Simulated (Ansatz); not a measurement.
This script drives Ansatz 0.2.0 through its Python package.

`bde_ch7bclnsi.py`
```python
import ansatz as az
from ase import Atoms


def total_energy(molecule, charge=0, unpaired=0):
    calc = molecule.calculation().basis(gaussian='def2-TZVP').functional('CAM-B3LYP')
    if charge:
        calc = calc.charge(charge)
    if unpaired:
        calc = calc.spin('collinear', total=unpaired)
    report = calc.run(threads=1).report
    if report['published_state_doubts']:
        print('  doubts:', report['published_state_doubts'])
    return report['free_energy_ev']

def without(molecule, index):
    rest = az.Crystal.molecule()
    for i, site in enumerate(molecule.cartesian_sites):
        if i != index:
            rest = rest.atom(site.symbol, site.position_ang)
    return rest


def main() -> None:
    atoms = Atoms(['C', 'Si', 'N', 'B', 'Cl', 'H', 'H', 'H', 'H', 'H', 'H', 'H'], positions=[
        (-0.465, -0.5303, -1.4475),
        (0.6246, -0.8989, -0.0379),
        (0.0153, -0.1161, 1.4566),
        (0.3016, 1.3991, 1.3172),
        (-1.2363, 2.5027, 1.2804),
        (-1.5426, -0.8045, -1.2164),
        (-0.1361, -1.002, -2.3709),
        (-0.4742, 0.6273, -1.6397),
        (0.6483, -2.337, 0.1935),
        (1.9949, -0.4402, -0.3244),
        (-0.9856, -0.3144, 1.5607),
        (1.332, 1.8591, 1.2625),
    ])
    ch7bclnsi = az.Crystal.molecule_from_ase(atoms)

    whole = total_energy(ch7bclnsi, 0)
    hydrogen = total_energy(az.Crystal.molecule().atom('H', (0, 0, 0)), 0, 1)
    print(f'E(molecule) = {whole:.5f} eV, E(H) = {hydrogen:.5f} eV')
    for index in [7, 9, 10]:
        radical = total_energy(without(ch7bclnsi, index), 0, 1)
        print(f'H{index}: homolysis {23.060548 * (radical + hydrogen - whole):.1f} kcal/mol')
        anion = total_energy(without(ch7bclnsi, index), -1)
        print(f'H{index}: loss of a proton {23.060548 * (anion - whole):.1f} kcal/mol')


if __name__ == '__main__':
    main()
```

It is started by `python bde_ch7bclnsi.py`. Estimate its wall time and peak memory on 1 thread of Intel(R) Xeon(R) 6975P-C (Granite Rapids) (shared host).

It took about 56 s, with a peak of 0.8 GiB, for 8 runs of the engine.

```console
$ python bde_ch7bclnsi.py
E(molecule) = -23720.51185 eV, E(H) = -13.57334 eV
H7: homolysis 110.8 kcal/mol
H7: loss of a proton 396.1 kcal/mol
H9: homolysis 98.2 kcal/mol
H9: loss of a proton 392.2 kcal/mol
H10: homolysis 112.6 kcal/mol
H10: loss of a proton 371.4 kcal/mol
```

Reading the output:
- The settings weren't tested for convergence.
- The geometry is a force-field or estimated start, not a minimum of this method, and the basis set is short of its limit. All parts are taken at fixed geometry, without zero-point energy.
- Anions want diffuse functions, which this basis lacks.

(Lines on the test bed's own set-up are left out of the output.)
